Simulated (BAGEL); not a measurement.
**AsH3 (arsine): levels of theory compared**

We compute a comparison of 4 runs (B3LYP/6-31G*, B3LYP/cc-pVTZ, PBE0/cc-pVTZ, RI-MP2/cc-pVTZ) of AsH3 (arsine). 

The calculation is run with BAGEL 1.2.2.

12 further runs of the same task are left out: 1 that didn't finish, 11 set aside as unsound or not needed.

### Step 1. The molecule

AsH3 has 4 atoms, charge 0, and is taken as a singlet. As SMILES, `[AsH3]`. The shape is that of a PBE0-D4/def2-TZVP optimisation.

Bond lengths: As1–H2 1.522 Å, As1–H3 1.522 Å, As1–H4 1.522 Å. Angles: H2–As1–H3 92.0°, H2–As1–H4 92.0°, H3–As1–H4 92.0°.

### Step 2. The energy at B3LYP/6-31G(d) (density fitting with qzvpp-jkfit, spherical functions) (run 1)

The input, dft.json:

```json
{ "bagel": [

{
  "title": "molecule",
  "basis": "6-31gs.json",
  "df_basis": "qzvpp-jkfit",
  "angstrom": true,
  "geometry": [
    { "atom": "As", "xyz": [      -0.215800,       0.487600,      -0.346000 ] },
    { "atom": "H", "xyz": [       0.349900,       0.630300,       1.059400 ] },
    { "atom": "H", "xyz": [      -1.068000,      -0.705500,       0.061100 ] },
    { "atom": "H", "xyz": [       0.933900,      -0.412500,      -0.774500 ] }
  ]
},

{ "title": "ks", "xc_func": "b3lyp", "charge": 0 },

{ "title": "print", "file": "orbitals.molden", "orbitals": true }

]}
```

The basis set 6-31G* is read from a file made from the Basis Set Exchange's data (not shown).

Started as:

```sh
$ BAGEL_NUM_THREADS=1 BAGEL dft.json > dft.out
```

Output:

```text
* using 1 threads per process

  ===============================================================
  ===============================================================

  *** Geometry ***

  { "atom" : "As", "xyz" : [     -0.407803,      0.921430,     -0.653845 ] },
  { "atom" : "H", "xyz" : [      0.661215,      1.191094,      2.001976 ] },
  { "atom" : "H", "xyz" : [     -2.018228,     -1.333202,      0.115462 ] },
  { "atom" : "H", "xyz" : [      1.764815,     -0.779512,     -1.463593 ] },

  Number of auxiliary basis functions:      320

  Since a DF basis is specified, we compute 2- and 3-index integrals:
    o Being stored without compression. Storage requirement is 0.004 GB

  Number of basis functions:       38
  Number of electrons      :       36

    * METHOD: MOLECULE                             0.07

  *** Kohn-Sham DFT ***

    * Removing 4496 points whose weight is below 1.00e-10
    * Grid points: 55128

  === Nuclear Repulsion ===
    35.1531779366

       - DIIS with orbital gradients will be used.

  === KS iteration (b3lyp / 6-31gs.json) ===
      0      -2187.65842924          0.23660435           0.07
      1      -2116.87081277          0.79371341           0.07
      2      -2193.80673094          0.27795301           0.07
      3      -2219.18241800          0.64683474           0.06
      4      -2232.86989044          0.32352911           0.07
      5      -2236.69550455          0.11243482           0.07
      6      -2237.36117075          0.02146947           0.06
      7      -2237.41234919          0.00149180           0.06
      8      -2237.41279265          0.00042135           0.07
      9      -2237.41282478          0.00008734           0.06
     10      -2237.41282581          0.00000327           0.07
     11      -2237.41282581          0.00000092           0.06
     12      -2237.41282581          0.00000024           0.07
     13      -2237.41282581          0.00000005           0.07
     14      -2237.41282581          0.00000001           0.06
    * SCF iteration converged.

    * Permanent dipole moment:
           (   -0.076395,     0.172715,    -0.122536) a.u.

    * METHOD: KS                                   1.07

    * METHOD: PRINT                                0.00

  ===============================================================
```

It took 1.3 s on 1 thread of Arm Neoverse V2, shared host; peak memory 0.15 GiB.

### Step 3. The energy at B3LYP/cc-pVTZ (density fitting with qzvpp-jkfit) (run 2)

The input, job.json:

```json
{ "bagel" : [

{
  "title" : "molecule",
  "basis" : "cc-pvtz.json",
  "df_basis" : "qzvpp-jkfit",
  "angstrom" : true,
  "geometry" : [
    { "atom" : "As", "xyz" : [   -0.215800,    0.487600,   -0.346000 ] },
    { "atom" : "H", "xyz" : [    0.349900,    0.630300,    1.059400 ] },
    { "atom" : "H", "xyz" : [   -1.068000,   -0.705500,    0.061100 ] },
    { "atom" : "H", "xyz" : [    0.933900,   -0.412500,   -0.774500 ] }
  ]
},
{ "title" : "ks", "xc_func" : "b3lyp" },
{ "title" : "print", "file" : "orbitals.molden", "orbitals" : true }

]}
```

The basis set cc-pVTZ is read from a file made from the Basis Set Exchange's data (not shown).

Started as:

```sh
$ BAGEL_NUM_THREADS=1 BAGEL job.json > job.out
```

Output:

```text
* using 1 threads per process

  ===============================================================
  ===============================================================

  *** Geometry ***

  { "atom" : "As", "xyz" : [     -0.407803,      0.921430,     -0.653845 ] },
  { "atom" : "H", "xyz" : [      0.661215,      1.191094,      2.001976 ] },
  { "atom" : "H", "xyz" : [     -2.018228,     -1.333202,      0.115462 ] },
  { "atom" : "H", "xyz" : [      1.764815,     -0.779512,     -1.463593 ] },

  Number of auxiliary basis functions:      320

  Since a DF basis is specified, we compute 2- and 3-index integrals:
    o Being stored without compression. Storage requirement is 0.018 GB

  Number of basis functions:       85
  Number of electrons      :       36

    * METHOD: MOLECULE                             0.11

  *** Kohn-Sham DFT ***

    * Removing 4496 points whose weight is below 1.00e-10
    * Grid points: 55128

  === Nuclear Repulsion ===
    35.1531779366

       - DIIS with orbital gradients will be used.

  === KS iteration (b3lyp / cc-pvtz.json) ===
      0      -2216.02084795          0.07681267           0.14
      1      -2143.66664688          0.35357707           0.14
      2      -2220.57580584          0.08243117           0.14
      3      -2154.01925591          0.26728389           0.14
      4      -2235.12051208          0.10509998           0.14
      5      -2229.06427084          0.22439225           0.14
      6      -2236.41780949          0.06907343           0.14
      7      -2236.21556327          0.07446594           0.14
      8      -2237.73671468          0.00629232           0.14
      9      -2237.75228982          0.00119462           0.14
     10      -2237.75283482          0.00022614           0.14
     11      -2237.75285193          0.00002065           0.14
     12      -2237.75285210          0.00000161           0.14
     13      -2237.75285210          0.00000036           0.13
     14      -2237.75285210          0.00000008           0.14
     15      -2237.75285210          0.00000003           0.14
     16      -2237.75285210          0.00000000           0.14
    * SCF iteration converged.

    * Permanent dipole moment:
           (   -0.037064,     0.083818,    -0.059458) a.u.

    * METHOD: KS                                   2.57

    * METHOD: PRINT                                0.01

  ===============================================================
```

Wall time 2.8 s (1 thread of Arm Neoverse V2, shared host); peak memory 0.24 GiB.

Run 3 isn't shown in full; the table further down has it.

### Step 4. A single-point energy at RI-MP2/cc-pVTZ (density fitting with qzvpp-jkfit) (run 4)

The input, job.json:

```json
{ "bagel": [

{
  "title": "molecule",
  "basis": "cc-pvtz.json",
  "df_basis": "qzvpp-jkfit",
  "angstrom": true,
  "geometry": [
    { "atom": "As", "xyz": [   -0.215800,    0.487600,   -0.346000 ] },
    { "atom": "H", "xyz": [    0.349900,    0.630300,    1.059400 ] },
    { "atom": "H", "xyz": [   -1.068000,   -0.705500,    0.061100 ] },
    { "atom": "H", "xyz": [    0.933900,   -0.412500,   -0.774500 ] }
  ]
},
{ "title": "hf" },
{ "title": "mp2", "ncore": 9 }

]}
```

The basis set cc-pVTZ is read from a file made from the Basis Set Exchange's data (not shown).

Started as:

```sh
$ BAGEL_NUM_THREADS=1 BAGEL job.json > job.out
```

Output:

```text
* using 1 threads per process

  ===============================================================
  ===============================================================

  *** Geometry ***

  { "atom" : "As", "xyz" : [     -0.407803,      0.921430,     -0.653845 ] },
  { "atom" : "H", "xyz" : [      0.661215,      1.191094,      2.001976 ] },
  { "atom" : "H", "xyz" : [     -2.018228,     -1.333202,      0.115462 ] },
  { "atom" : "H", "xyz" : [      1.764815,     -0.779512,     -1.463593 ] },

  Number of auxiliary basis functions:      320

  Since a DF basis is specified, we compute 2- and 3-index integrals:
    o Being stored without compression. Storage requirement is 0.018 GB

  Number of basis functions:       85
  Number of electrons      :       36

    * METHOD: MOLECULE                             0.11

  *** RHF ***

  === Nuclear Repulsion ===
    35.1531779366

      * DIIS with orbital gradients will be used.

  === RHF iteration (cc-pvtz.json) ===
      0      -2235.94336239          0.00790879           0.03
      1      -2235.96958395          0.00267403           0.03
      2      -2235.97310115          0.00069566           0.03
      3      -2235.97333444          0.00018455           0.02
      4      -2235.97335225          0.00003096           0.03
      5      -2235.97335282          0.00000336           0.03
      6      -2235.97335282          0.00000085           0.03
      7      -2235.97335282          0.00000013           0.03
      8      -2235.97335282          0.00000004           0.03
      9      -2235.97335282          0.00000001           0.03
     10      -2235.97335282          0.00000000           0.03
    * SCF iteration converged.

    * Permanent dipole moment:
           (   -0.046612,     0.105377,    -0.074769) a.u.

    * METHOD: HF                                   0.42

  *** RHF ***

  === Nuclear Repulsion ===
    35.1531779366

      * DIIS with orbital gradients will be used.

  === RHF iteration (cc-pvtz.json) ===
      0      -2235.97335282          0.00000000           0.02
    * SCF iteration converged.

    * Permanent dipole moment:
           (   -0.046612,     0.105377,    -0.074769) a.u.

  === DF-MP2 calculation ===

    * freezing 9 orbitals
    * 3-index integral transformation done
    * assembly done

      MP2 correlation energy:   -0.2307873509      0.01

      MP2 total energy:       -2236.2041401745

    * METHOD: MP2                                  0.07

  ===============================================================
```

Run time: 0.72 s. Hardware: 1 thread of Arm Neoverse V2, shared host.

### Step 5. All runs side by side

```csv
run,level,frozen core orbitals,energy (Eh),dipole moment (D),HOMO energy (eV),LUMO energy (eV),wall time
1,"B3LYP/6-31G* (density fitting with qzvpp-jkfit, spherical functions)",–,-2237.412826,0.57,-7.54,0.68,1.3 s
2,B3LYP/cc-pVTZ (density fitting with qzvpp-jkfit),–,-2237.752852,0.28,-7.66,0.30,2.8 s
3,PBE0/cc-pVTZ (density fitting with qzvpp-jkfit),–,-2237.426924,0.38,-7.83,0.57,2.7 s
4,RI-MP2/cc-pVTZ (density fitting with qzvpp-jkfit),9,-2236.204140,–,–,–,0.72 s
```

### Step 6. Summary of results

| quantity | value |
| --- | --- |
| run 4: total energy | -2236.20414 Eh |
| run 4: correlation energy (9 core orbitals frozen) | -230.8 mEh |

What this shows: Over runs 1, 2, 3 the dipole moment (its size) runs from 0.28 D (B3LYP/cc-pVTZ) to 0.57 D (B3LYP/6-31G*). Over runs 1, 2, 3 the HOMO–LUMO gap runs from 7.96 eV (B3LYP/cc-pVTZ) to 8.40 eV (PBE0/cc-pVTZ). Totals of different functionals can't be ranked against each other. All runs together took 7.5 s, the longest 2.8 s.
